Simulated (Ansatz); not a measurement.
## ClH₃OSn, SMILES [OH][SnH2][Cl]: a rigid scan of one bond angle, step by step

Computed with Ansatz's Python interface.

Typed at the interpreter:
```pycon
>>> import warnings
>>> import ansatz as az
>>> from ase import Atoms
>>> warnings.simplefilter("ignore", az.DeckWarning)
>>> atoms = Atoms(["O", "Sn", "Cl", "H", "H", "H"], positions=[
...     (-1.0937, -1.0864, -0.4597),
...     (0.2996, 0.1706, 0.1265),
...     (2.077, -1.0969, 0.929),
...     (-1.7814, -0.4255, -0.7996),
...     (0.8409, 1.1441, -1.2401),
...     (-0.3004, 1.2301, 1.3978),
... ])
>>> # relax first, so that the scan starts from a minimum
>>> first = (
...     az.Crystal.molecule_from_ase(atoms).calculation()
...     .basis(gaussian="def2-SVP")  # the orbital basis, by name
...     .functional("hf")
...     .relax(force_tolerance=0.02, max_steps=80)
... )
>>> atoms.positions = first.run(threads=1).report["positions_ang"]

>>> rows = []
>>> for angle in [85, 95, 105, 115, 125, 140, 160]:
...     bent = atoms.copy()
...     bent.set_angle(1, 0, 3, angle, indices=[3])
...     calculation = az.Crystal.molecule_from_ase(bent).calculation().basis(gaussian="def2-SVP").functional("hf")
...     rows.append((angle, calculation.run(threads=1).report["free_energy_ev"]))
...
>>> floor = min(e for _, e in rows)
>>> for angle, e in rows:
...     print(f"angle Sn1-O0-H3 = {angle:3d} deg   {1000 * (e - floor):9.1f} meV")
...
angle Sn1-O0-H3 =  85 deg       528.9 meV
angle Sn1-O0-H3 =  95 deg       236.0 meV
angle Sn1-O0-H3 = 105 deg        69.2 meV
angle Sn1-O0-H3 = 115 deg         0.0 meV
angle Sn1-O0-H3 = 125 deg         3.9 meV
angle Sn1-O0-H3 = 140 deg        97.6 meV
angle Sn1-O0-H3 = 160 deg       273.5 meV
```

What to keep in mind:
- The settings weren't tested for convergence.
- The scan is rigid, and the energies are electronic, in a modest basis. The zero is the lowest point of the grid, which needn't be the minimum.
- def2 sets replace the cores of elements past krypton by effective core potentials.
- Finished in 46 s on 1 thread of Arm Neoverse V1 (shared host), peak memory 0.21 GiB.

(Lines on the test bed's own set-up are left out of the output.)
